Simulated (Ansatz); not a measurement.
# Al4NF: the cost of one run

Computed with Ansatz 0.2.0 (DFT PBE, scalar-relativistic, plane waves, PAW, unless a step's input says otherwise).

### 1 Starting point

Symmetry: P4/mmm, No. 123, tetragonal system. The conventional cell has a = 3.409 Å, b = 3.409 Å, c = 5.876 Å, α = 90.00°, β = 90.00°, γ = 90.00°. Al (site symmetry mmm) is surrounded by 2 N at 1.70 Å. Al (site symmetry 4mm) has 1 N at 1.63 Å in its first shell of neighbours. N (site symmetry 4/mmm) has 6 Al at 1.63 to 1.70 Å in its first shell of neighbours. F (site symmetry 4/mmm) has 8 Al at 2.74 Å in its first shell of neighbours.

Structure file:

```cif
data_structure
_symmetry_space_group_name_H-M 'P4/mmm'
_symmetry_Int_Tables_number 123
_cell_length_a 3.4089
_cell_length_b 3.4089
_cell_length_c 5.8758
_cell_angle_alpha 90.000
_cell_angle_beta 90.000
_cell_angle_gamma 90.000
_cell_volume 68.28
loop_
_atom_site_label
_atom_site_type_symbol
_atom_site_symmetry_multiplicity
_atom_site_Wyckoff_symbol
_atom_site_fract_x
_atom_site_fract_y
_atom_site_fract_z
_atom_site_occupancy
Al1 Al 2 f 0.50000 0.00000 0.00000 1
Al2 Al 2 g 0.00000 0.00000 0.27700 1
N1 N 1 a 0.00000 0.00000 0.00000 1
F1 F 1 d 0.50000 0.50000 0.50000 1
```

A structure generator made this guess: species swapped into a database cell of RbAlF4 (P4/mmm, No. 123), with F on the Rb sites, N on the Al sites and Al on the F sites. The dimensions are guesses.

### 2 A first look at the guess

input.yaml

```yaml
crystal:
  lattice:
    - [3.4089482, 0.0, 0.0]
    - [0.0, 3.4089482, 0.0]
    - [0.0, 0.0, 5.87579056]
  atoms:
    - { symbol: Al, position: [0.5, 0.0, 0.0] }
    - { symbol: Al, position: [0.0, 0.5, 0.0] }
    - { symbol: Al, position: [0.0, 0.0, 0.27700001] }
    - { symbol: Al, position: [0.0, 0.0, 0.72299999] }
    - { symbol: "N", position: [0.0, 0.0, 0.0] }
    - { symbol: F, position: [0.5, 0.5, 0.5] }
basis:
  ecutwfc: 420
kpoints:
  mp_grid: { grid: [6, 6, 4] }
hamiltonian:
  xc: pbe
scf:
  occupations: { method: gaussian, width: 0.1 }
  lower_state_search: "off"
output:
  forces: true
  stress: true
  eigenvalues: true
```

The run is started by

```
$ ansatz run input.yaml --threads 1 --pin off --max-ram 2560MiB --backend cpu --events-out ev --progress --plain --runs-dir out
```

**Question.** How long does this run take on 1 thread of Intel Xeon at 2.50GHz (Skylake/Cascade Lake), shared host, and how much memory does it need?

About 5.7 s, with a peak of 0.35 GiB.
